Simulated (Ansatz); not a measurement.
# CH6AlFGeO: a ladder of functionals and wavefunction methods

The task here is to estimate one member of a computed series from the others.

Computed with Ansatz 0.2.0, Gaussian basis. Level: functionals in def2-TZVPP, the program's frozen cores in correlated methods.

Plan: PBE-D4, r2SCAN-D4, PBE0-D4, B3LYP-D4, ωB97X-V, ωB97M-V, B2PLYP; CCSD(T)/def2-TZVPP; MP2/def2-QZVPP; extrapolation to the limit.

**Structure used throughout**

The geometry comes from an earlier relaxation with PBE0-D4 in a triple-zeta def2 set; it is a stationary point, not always the lowest conformer.

SMILES `C[O][GeH]([F])[AlH2]`, 11 atoms, charge 0, spin multiplicity 1.

Atoms are counted from 1 here; the program's logs count them from 0.

Bond lengths: C1–O2 1.411 Å, C1–H6 1.098 Å, C1–H7 1.093 Å, C1–H8 1.095 Å, O2–Ge3 1.777 Å, Ge3–F4 1.757 Å, Ge3–Al5 2.498 Å, Ge3–H9 1.550 Å, Al5–H10 1.584 Å, Al5–H11 1.581 Å. Angles: O2–C1–H6 111.9°, O2–C1–H7 108.1°, O2–C1–H8 111.4°, H6–C1–H7 108.3°, H6–C1–H8 108.4°, H7–C1–H8 108.6°, C1–O2–Ge3 120.1°, O2–Ge3–F4 106.3°, O2–Ge3–Al5 103.0°, O2–Ge3–H9 107.7°, F4–Ge3–Al5 110.4°, F4–Ge3–H9 102.4°, Al5–Ge3–H9 125.8°, Ge3–Al5–H10 119.0°, Ge3–Al5–H11 118.9°, H10–Al5–H11 122.1°.

The first run:

Contents of in.yaml:

```yaml
crystal:
  periodic: [false, false, false]
  atoms:
    - {symbol: C, position_ang: [-0.673062, 0.725336, 1.855398]}
    - {symbol: O, position_ang: [0.228372, 0.334970, 0.842078]}
    - {symbol: Ge, position_ang: [-0.386237, -0.228860, -0.726611]}
    - {symbol: F, position_ang: [-1.264808, -1.716288, -0.404696]}
    - {symbol: Al, position_ang: [1.701502, -0.711769, -2.009694]}
    - {symbol: H, position_ang: [-1.418719, 1.441485, 1.486275]}
    - {symbol: H, position_ang: [-0.101403, 1.206103, 2.652664]}
    - {symbol: H, position_ang: [-1.200127, -0.137523, 2.275891]}
    - {symbol: H, position_ang: [-1.517235, 0.736862, -1.163362]}
    - {symbol: H, position_ang: [2.261045, 0.385380, -3.005974]}
    - {symbol: H, position_ang: [2.435872, -2.092794, -1.781367]}
basis:
  gaussian: {orbitals: def2-TZVPP}
hamiltonian: {xc: pbe, dispersion: d4}
output: {forces: true, orbitals: {seedname: orbitals}}
```

Launch:

```sh
$ ansatz run in.yaml --threads 4 --pin off --events-out ev --progress --plain --max-ram 10444MiB
```

Steps of the session up to this table: PBE-D4 (GGA); r2SCAN-D4 (meta-GGA); PBE0-D4 (hybrid); B3LYP-D4 (hybrid); ωB97X-V (range-separated); ωB97M-V (range-separated); B2PLYP (double hybrid); CCSD(T) in def2-TZVPP; MP2 in def2-QZVPP.

One of the session's tables, all rows but one given; the rest of the session is left out.

```
            method  atomisation energy (eV)
            PBE-D4                   37.198
         r2SCAN-D4                        ?
           PBE0-D4                   36.506
          B3LYP-D4                   36.728
           ωB97X-V                   37.147
           ωB97M-V                   36.841
            B2PLYP                   36.453
     HF/def2-TZVPP                   26.622
    MP2/def2-TZVPP                   36.679
   CCSD/def2-TZVPP                   35.653
CCSD(T)/def2-TZVPP                   36.176
           MP2/CBS                   37.584
       CCSD(T)/CBS                   37.081
```

**Question.** Estimate the row for r2SCAN-D4.

**Answer.** atomisation energy (eV): 36.992. In the column «atomisation energy (eV)» it lies between ωB97M-V (36.841) and CCSD(T)/CBS (37.081).

To keep in mind: Free atoms (1 C, 1 O, 1 Ge, 1 F, 1 Al, 6 H) were run apart at each level; the atomisation energy is their sum less the molecule, without zero-point or spin-orbit terms.
